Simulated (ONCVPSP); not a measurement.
**Hydrogen: generating and testing an ONCV potential**

Task: generate the file, and judge it by its errors in other configurations, its logarithmic derivatives, its ghosts and its cutoff.

Program: ONCVPSP 4.0.1. Reference atom: LDA (Perdew-Wang 92), scalar-relativistic, spherical and spin-unpolarised. All values are calculated.

### 1 The atom and the settings

Typed settings, in words:

- element: hydrogen (H, Z = 1)
- type: optimised norm-conserving Vanderbilt (ONCV)
- frozen core: none
- valence charge: 1
- reference configuration: 1s1
- partial waves: 1s: rc 0.75 bohr, ncon 5, nbas 9, qcut 7.6 1/bohr, 1 projector; p scattering state at 0.12 Ha: rc 0.70 bohr, ncon 4, nbas 9, qcut 13.4 1/bohr, local
- local potential: the p channel
- core correction: not asked for

The outer shells as boxes (Hund's rule for the drawing; the calculation is spin-unpolarised):

```
1s [↑ ]
```

The nodes and maxima of the atom's own shells, from an earlier all-electron run, set the scale for the radii.

All-electron outer shells of the reference configuration (LDA (PZ), scalar-relativistic, ld1.x):

```tsv
shell	level (eV)	outermost node (bohr)	outermost maximum (bohr)
1s	-6.36	–	1.05
```

### 2 The generation run

File H.dat:

```
# ATOM AND REFERENCE CONFIGURATION
# atsym  z   nc   nv     iexc    psfile
  H 1.00    0    1  -001012      upf
#
#   n    l    f
    1    0    1.00
#
# PSEUDOPOTENTIAL AND OPTIMIZATION
# lmax
    1
#
#   l,   rc,      ep,       ncon, nbas, qcut
    0    0.75    0.00    5    9    7.60
    1    0.70    0.12    4    9   13.40
#
# LOCAL POTENTIAL
# lloc, lpopt,  rc(5),   dvloc0
    1    5    0.70    0.00
#
# VANDERBILT-KLEINMAN-BYLANDER PROJECTORs
# l, nproj, debl
    0    1    1.10
    1    0    2.10
#
# MODEL CORE CHARGE
# icmod, fcfact, rcfact
    0    0.00    0.00
#
# LOG DERIVATIVE ANALYSIS
# epsh1, epsh2, depsh
   -2.00    5.00    0.02
#
# OUTPUT GRID
# rlmax, drl
    6.00    0.01
#
# TEST CONFIGURATIONS
# ncnf
    1
# nvcnf
#   n    l    f
    1
    1    0    0.50
#
```

Command:

```sh
oncvpsp.x < H.dat > H.out
```

Before running it: what results should come out? Wanted: cutoffs for 1 and 0.1 mHa per electron, occupied waves; bound ghosts; GHOST(+) flags; largest test error; largest phase difference near zero energy, channels read.

**Answer**, as computed:

```
                                                quantity                value
  cutoffs for 1 and 0.1 mHa per electron, occupied waves      25 Ha and 94 Ha
                                            bound ghosts           none found
                                          GHOST(+) flags   none at low energy
                            largest test error (AE − PS)  +0.1 meV, for 1s0.5
largest phase difference near zero energy, channels read            0.000 rad
```

In words: The worst unpolarised test, 1s0.5, is off by 0.1 meV on 4.6 eV; by total energies transferability rates as very good. By its cutoff, 25 Ha for the looser tolerance, it is of middling hardness. The tighter tolerance needs 94 Ha, and converged work needs a cutoff nearer that. No bound ghost shows below the valence levels. Near zero energy the phases of the channels with partial waves agree within 0.001 rad.
